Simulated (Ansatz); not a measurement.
# CH3InO: basis-set convergence

How large a basis does CH3InO need? Two functionals are run in growing sets.

Method: one geometry, several basis sets; program: Ansatz 0.2.0, Gaussian basis.

Plan: PBE0-D4/def2-SVP; ωB97M-V/def2-SVP; PBE0-D4/def2-QZVPP; ωB97M-V/def2-QZVPP; the functionals' def2-TZVPP values are taken from earlier runs.

**1. The relaxed structure**

The geometry comes from an earlier relaxation with PBE0-D4 in a triple-zeta def2 set; it is a stationary point. In takes the def2 core potential; no spin-orbit term is included.

SMILES `O=[CH][InH2]`, 6 atoms, charge 0, spin multiplicity 1.

Atoms are counted from 1 here; the program's logs count them from 0.

Bond lengths: O1–C2 1.205 Å, C2–In3 2.215 Å, C2–H4 1.118 Å, In3–H5 1.724 Å, In3–H6 1.724 Å. Angles: O1–C2–In3 115.5°, O1–C2–H4 118.8°, In3–C2–H4 125.6°, C2–In3–H5 118.8°, C2–In3–H6 118.8°, H5–In3–H6 121.9°.

**2. PBE0-D4 in def2-SVP**

in.yaml

```yaml
crystal:
  periodic: [false, false, false]
  atoms:
    - {symbol: O, position_ang: [-1.097135, -1.592568, 0.489660]}
    - {symbol: C, position_ang: [-0.088079, -1.197468, -0.037351]}
    - {symbol: In, position_ang: [0.190752, 0.999428, -0.038729]}
    - {symbol: H, position_ang: [0.618281, -1.944198, -0.477165]}
    - {symbol: H, position_ang: [-0.513566, 1.926303, -1.310262]}
    - {symbol: H, position_ang: [0.931848, 1.744503, 1.327849]}
basis:
  gaussian: {orbitals: def2-SVP}
hamiltonian: {xc: pbe0, dispersion: d4}
output: {orbitals: {seedname: orbitals}}
```

Command:

```console
$ ansatz run in.yaml --threads 2 --pin off --events-out ev --progress --plain --max-ram 4352MiB
```

Further steps of the session: ωB97M-V in def2-SVP; PBE0-D4 in def2-QZVPP; ωB97M-V in def2-QZVPP.

Before running them: what should the planned runs give, taken together? Wanted: PBE0-D4: double and triple zeta above quadruple; ωB97M-V: double and triple zeta above quadruple.

**Answer**, as computed:

```
                                       quantity          value
PBE0-D4: double and triple zeta above quadruple  4.13, 0.22 eV
ωB97M-V: double and triple zeta above quadruple  4.27, 0.22 eV
```

What this shows: PBE0-D4 gains 3.91 eV from double to triple zeta, then 0.22 eV more. These are total energies; as a rule much of such shifts cancels in differences, which this series doesn't test.
